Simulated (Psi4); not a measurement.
# singlet C2H2FSi− at 3 levels

Aim: a comparison of 3 runs (BLYP/def2-SVPD, PBE/def2-SVPD, TPSS/def2-SVPD) of singlet C2H2FSi−. 

Program for the calculation: Psi4 1.11.

2 further runs of the same task are left out: 2 set aside as unsound or not needed.

**1. Starting point**

The species is C2H2FSi− (6 atoms), meant as a singlet with charge -1. As SMILES of the parent species, `C#C[SiH]F`. The shape is that of a PBE0-D4/def2-TZVP optimisation. That shape belongs to the parent species and isn't relaxed for this state.

Bond lengths: C1–C2 1.209 Å, C2–Si3 1.806 Å, Si3–F4 1.599 Å, C1–H5 1.066 Å, Si3–H6 1.485 Å. Angles: C1–C2–Si3 173.2°, C2–Si3–F4 109.8°, C2–C1–H5 179.1°, C2–Si3–H6 111.2°, F4–Si3–H6 108.3°.

**2. Energy and gradient at BLYP/def2-SVPD (run 1)**

Contents of input.inp:

```
memory 1.6 GB

molecule geom {
  -1 1
  C      0.118100    -0.680000    -1.605700
  C      0.120400    -0.213700    -0.490100
  Si     0.338300     0.466700     1.168800
  F     -0.478000    -0.412300     2.226800
  H      0.100300    -1.089200    -2.590300
  H     -0.157100     1.864400     1.244300
  units angstrom
  symmetry c1
  no_reorient
  no_com
}

set {
  basis                def2-SVPD
  puream               true
  e_convergence        1e-09
  d_convergence        1e-08
  scf_type             pk
  dft_radial_points    99
  dft_spherical_points 590
}

E, wfn = gradient('blyp', return_wfn=True)
oeprop(wfn, 'WIBERG_LOWDIN_INDICES', 'MAYER_INDICES', 'LOWDIN_CHARGES', title='BLYP')
print_variables()
```

Command:

```sh
$ psi4 -i input.inp -o input.out -n 1
```

input.out:

```text
[...]
  Running in c1 symmetry.
[...]
  Nuclear repulsion =  130.576000701221858
[...]
  Multiplicity = 1
[...]
  Nalpha       = 19
  Nbeta        = 19
[...]
    Number of basis functions: 103
[...]
   @RKS iter   1:  -465.89646219272009    2.16547e-02   9.40176e-03 ADIIS/DIIS
[...]
   @RKS iter  14:  -466.47243950599460    1.30740e-12   5.17535e-09 DIIS
[...]
    Orbital Energies [Eh]
    ---------------------
    Doubly Occupied:
       1A    -65.269999     2A    -24.089649     3A     -9.735227
       4A     -9.726290     5A     -4.853587     6A     -3.279192
       7A     -3.275252     8A     -3.272025     9A     -0.860219
      10A     -0.476525    11A     -0.318862    12A     -0.277783
      13A     -0.207690    14A     -0.188422    15A     -0.174980
      16A     -0.114436    17A     -0.074137    18A     -0.072283
      19A      0.069571
[...]
  @RKS Final Energy:  -466.47243950599460
   => Energetics <=
    Nuclear Repulsion Energy =            130.5760007012218580
    One-Electron Energy =                -910.8503557543623401
    Two-Electron Energy =                 356.8794508263045486
    DFT Exchange-Correlation Energy =     -43.0775352791587025
    Empirical Dispersion Energy =           0.0000000000000000
    VV10 Nonlocal Energy =                  0.0000000000000000
    Total Energy =                       -466.4724395059946005
[...]
 Multipole Moments:
 ------------------------------------------------------------------------------------
     Multipole            Electronic (a.u.)      Nuclear  (a.u.)        Total (a.u.)
 ------------------------------------------------------------------------------------
 L = 1.  Multiply by 2.5417464519 to convert [e a0] to [Debye]
 Dipole X            :         -4.2507708            3.4173807           -0.8333900
 Dipole Y            :          2.9947264           -3.3332879           -0.3385615
 Dipole Z            :        -44.1999191           42.4878463           -1.7120727
 Magnitude           :                                                    1.9340000
[...]
  -Total Gradient:
     Atom            X                  Y                   Z
    ------   -----------------  -----------------  -----------------
       1       -0.000588176165     0.025463249241     0.058810855084
       2        0.021837777352    -0.027439519465    -0.046110951734
       3       -0.091777807560    -0.031205525154     0.017904474955
       4        0.051449542398     0.037737471363    -0.044045972450
       5       -0.001825179069     0.003659600694     0.007106496801
       6        0.020955329546    -0.008212739372     0.006321309142
[...]
```

It took 27 s on 1 thread of AMD EPYC 7R43 (Zen 3), shared host; peak memory 0.65 GiB.

**3. Energy and forces at PBE/def2-SVPD (run 2)**

Contents of calc.py:

```python
import psi4

psi4.set_memory(1600000000)
psi4.set_num_threads(1)
psi4.core.set_output_file('output.dat', False)

geom = psi4.geometry("""
-1 1
C      0.22317666    -1.28501376    -3.03433324
C      0.22752303    -0.40383447    -0.92615477
Si     0.63929435     0.88193518     2.20871189
F     -0.90328909    -0.77913408     4.20804213
H      0.18953953    -2.05828969    -4.89495758
H     -0.29687597     3.52320539     2.35138622
units au
symmetry c1
no_reorient
no_com
""")

options = {'puream': True, 'e_convergence': 1e-09, 'd_convergence': 1e-08, 'scf_type': 'pk', 'dft_radial_points': 99, 'dft_spherical_points': 590}
psi4.set_options(options)

energy_value, wavefunction = psi4.gradient('pbe/def2-SVPD', return_wfn=True)
psi4.oeprop(wavefunction, 'MAYER_INDICES', 'LOWDIN_CHARGES', 'QUADRUPOLE')
print('gradient / Eh bohr^-1')
print(energy_value.np.round(6))
print(f'energy = {wavefunction.energy():.10f} Eh')
```

Command:

```sh
$ python calc.py
```

output.dat:

```text
[...]
  Running in c1 symmetry.
[...]
  Nuclear repulsion =  130.576000817599237
[...]
  Multiplicity = 1
[...]
  Nalpha       = 19
  Nbeta        = 19
[...]
    Number of basis functions: 103
[...]
   @RKS iter   1:  -465.63969782045234   -2.28102e-02   8.94433e-03 ADIIS/DIIS
[...]
   @RKS iter  14:  -466.16451714698559   -1.59162e-12   4.00678e-09 DIIS
[...]
  @RKS Final Energy:  -466.16451714698559
   => Energetics <=
    Nuclear Repulsion Energy =            130.5760008175992368
    One-Electron Energy =                -910.8882294355588556
    Two-Electron Energy =                 356.9047322523261414
    DFT Exchange-Correlation Energy =     -42.7570207813521463
    Empirical Dispersion Energy =           0.0000000000000000
    VV10 Nonlocal Energy =                  0.0000000000000000
    Total Energy =                       -466.1645171469855882
[...]
  -Total Gradient:
     Atom            X                  Y                   Z
    ------   -----------------  -----------------  -----------------
       1       -0.000530583994     0.025515253439     0.058958470840
       2        0.020813313159    -0.029017838336    -0.050445864314
       3       -0.088457302879    -0.027954902550     0.019162624614
       4        0.049477661958     0.036350530297    -0.042432788989
       5       -0.001808257719     0.004302271703     0.008694560831
       6        0.020564165615    -0.009193114475     0.006051727188
[...]
 Multipole Moments:
 ------------------------------------------------------------------------------------
     Multipole            Electronic (a.u.)      Nuclear  (a.u.)        Total (a.u.)
 ------------------------------------------------------------------------------------
 L = 1.  Multiply by 2.5417464519 to convert [e a0] to [Debye]
 Dipole X            :         -4.2644949            3.4173808           -0.8471141
 Dipole Y            :          2.9974012           -3.3332879           -0.3358867
 Dipole Z            :        -44.1854201           42.4878462           -1.6975739
 Magnitude           :                                                    1.9267016
 L = 2.  Multiply by 1.3450342976 to convert [e a0^2] to [Debye ang]
 Quadrupole XX       :        -44.2457763           13.7986502          -30.4471261
 Quadrupole XY       :        -11.5468633           10.5193937           -1.0274696
[...]
```

The script printed:

```text
gradient / Eh bohr^-1
[[-0.000531  0.025515  0.058958]
 [ 0.020813 -0.029018 -0.050446]
 [-0.088457 -0.027955  0.019163]
 [ 0.049478  0.036351 -0.042433]
 [-0.001808  0.004302  0.008695]
 [ 0.020564 -0.009193  0.006052]]
energy = -466.1645171470 Eh
```

It took 29 s on 1 thread of AMD EPYC 7R43 (Zen 3), shared host; peak memory 0.65 GiB.

**4. Energy and gradient at TPSS/def2-SVPD (run 3)**

Contents of c2h2fsi.json:

```json
{
 "schema_name": "qcschema_input",
 "schema_version": 1,
 "molecule": {
  "schema_name": "qcschema_molecule",
  "schema_version": 2,
  "symbols": ["C", "C", "Si", "F", "H", "H"],
  "geometry": [0.22317666, -1.28501376, -3.03433324, 0.22752303, -0.40383447, -0.92615477, 0.63929435, 0.88193518, 2.20871189, -0.90328909, -0.77913408, 4.20804213, 0.18953953, -2.05828969, -4.89495758, -0.29687597, 3.52320539, 2.35138622],
  "molecular_charge": -1,
  "molecular_multiplicity": 1,
  "fix_symmetry": "c1"
 },
 "driver": "gradient",
 "model": {
  "method": "tpss",
  "basis": "def2-SVPD"
 },
 "keywords": {
  "puream": true,
  "e_convergence": 1e-09,
  "d_convergence": 1e-08,
  "scf_type": "pk",
  "dft_radial_points": 99,
  "dft_spherical_points": 590,
  "scf_properties": ["MAYER_INDICES", "MULLIKEN_CHARGES", "WIBERG_LOWDIN_INDICES"]
 }
}
```

Command:

```sh
$ psi4 --qcschema c2h2fsi.json -n 1 --memory 1600MB
```

stdout:

```text
[...]
  Running in c1 symmetry.
[...]
  Nuclear repulsion =  130.576000817599208
[...]
  Multiplicity = 1
[...]
  Nalpha       = 19
  Nbeta        = 19
[...]
    Number of basis functions: 103
[...]
   @RKS iter   1:  -466.07470952837616   -1.03098e-01   8.57876e-03 DIIS/ADIIS
[...]
   @RKS iter  13:  -466.55318502975189   -2.44995e-11   7.45834e-09 DIIS
[...]
  @RKS Final Energy:  -466.55318502975189
   => Energetics <=
    Nuclear Repulsion Energy =            130.5760008175992084
    One-Electron Energy =                -910.9466471891527135
    Two-Electron Energy =                 356.9924077622214895
    DFT Exchange-Correlation Energy =     -43.1749464204199285
    Empirical Dispersion Energy =           0.0000000000000000
    VV10 Nonlocal Energy =                  0.0000000000000000
    Total Energy =                       -466.5531850297518872
[...]
 Multipole Moments:
 ------------------------------------------------------------------------------------
     Multipole            Electronic (a.u.)      Nuclear  (a.u.)        Total (a.u.)
 ------------------------------------------------------------------------------------
 L = 1.  Multiply by 2.5417464519 to convert [e a0] to [Debye]
 Dipole X            :         -1.1893889            0.3634083           -0.8259807
 Dipole Y            :         -1.6661453            1.1874886           -0.4786567
 Dipole Z            :          3.4789131           -3.9704923           -0.4915792
 Magnitude           :                                                    1.0737814
[...]
  Mulliken Charges: (a.u.)
   Center  Symbol    Alpha    Beta     Spin     Total
       1     C     3.39992  3.39992  0.00000 -0.79983
       2     C     2.61892  2.61892  0.00000  0.76217
       3    SI     7.06931  7.06931  0.00000 -0.13861
       4     F     4.80377  4.80377  0.00000 -0.60754
       5     H     0.55722  0.55722  0.00000 -0.11443
       6     H     0.55087  0.55087  0.00000 -0.10175
   Total alpha = 19.00000, Total beta = 19.00000, Total charge = -1.00000
  Mayer Bond Indices:
[...]
  -Total Gradient:
     Atom            X                  Y                   Z
    ------   -----------------  -----------------  -----------------
       1       -0.000127087863     0.023352022388     0.053988076482
       2        0.021725129123    -0.025007572459    -0.041343595044
       3       -0.088910909035    -0.030630113039     0.015506100893
       4        0.048996602405     0.034698395172    -0.039986702138
       5       -0.002026992270     0.002930895227     0.005379361960
       6        0.020364957385    -0.005341704894     0.006437872082
[...]
```

The result, in JSON:

```text
{
 "driver": "gradient",
 "model": {
  "method": "tpss",
  "basis": "def2-SVPD"
 },
 "success": true,
 "return_result": [-0.00012708786334507047, 0.02335202238831545, 0.05398807648201112, 0.021725129122976607, -0.02500757245943523, -0.04134359504408819, -0.08891090903488477, -0.030630113038660194, 0.01550610089319588, 0.04899660240503778, 0.034698395172035934, -0.03998670213825631, -0.0020269922696512076, 0.0029308952273430083, 0.0053793619601080755, 0.02036495738473597, -0.005341704893644494, 0.006437872081997376],
 "properties": {
  "calcinfo_nbasis": 103,
  "calcinfo_nmo": 103,
  "calcinfo_nalpha": 19,
  "calcinfo_nbeta": 19,
  "calcinfo_natom": 6,
  "nuclear_repulsion_energy": 130.5760008175992,
  "return_energy": -466.5531850297519,
  "return_gradient": [-0.00012708786334507047, 0.02335202238831545, 0.05398807648201112, 0.021725129122976607, -0.02500757245943523, -0.04134359504408819, -0.08891090903488477, -0.030630113038660194, 0.01550610089319588, 0.04899660240503778, 0.034698395172035934, -0.03998670213825631, -0.0020269922696512076, 0.0029308952273430083, 0.0053793619601080755, 0.02036495738473597, -0.005341704893644494, 0.006437872081997376],
  "scf_one_electron_energy": -910.9466471891527,
  "scf_two_electron_energy": 356.9924077622215,
  "scf_xc_energy": -43.17494642041993,
  "scf_dipole_moment": [-0.8259806619651904, -0.4786567256634364, -0.49157922218916683],
  "scf_total_energy": -466.5531850297519,
  "scf_total_gradient": [-0.00012708786334507047, 0.02335202238831545, 0.05398807648201112, 0.021725129122976607, -0.02500757245943523, -0.04134359504408819, -0.08891090903488477, -0.030630113038660194, 0.01550610089319588, 0.04899660240503778, 0.034698395172035934, -0.03998670213825631, -0.0020269922696512076, 0.0029308952273430083, 0.0053793619601080755, 0.02036495738473597, -0.005341704893644494, 0.006437872081997376],
  "scf_iterations": 13
 }
}
```

Wall time 62 s (1 thread of AMD EPYC 7R43 (Zen 3), shared host); peak memory 0.7 GiB.

**5. The series**

```
run           level  energy (Eh)  HOMO energy (eV)  LUMO energy (eV)  HOMO–LUMO gap (eV)  wall time
  1  BLYP/def2-SVPD  -466.472440              1.89              3.80                1.91       27 s
  2   PBE/def2-SVPD  -466.164517              1.76              3.67                1.91       29 s
  3  TPSS/def2-SVPD  -466.553185              1.73              3.86                2.14       62 s
```

**6. Results**

| quantity | value |
| --- | --- |
| run 3: total energy | -466.55319 Eh |
| run 3: HOMO energy | 1.73 eV |
| run 3: LUMO energy | 3.86 eV |
| run 3: HOMO–LUMO gap (to an unbound level, set by the basis) | 2.14 eV |
| run 3: largest force on an atom | 4.901 eV/Å |

What this shows: The HOMO–LUMO gap runs from 1.91 eV (BLYP/def2-SVPD) to 2.14 eV (TPSS/def2-SVPD). The empty levels of an anion lie above zero and hang on the basis. Totals of different functionals can't be ranked against each other. In runs 1, 2, 3 the HOMO lies above zero, so the outermost electron may be held by the basis alone. All runs together took 2 min, the longest 62 s.
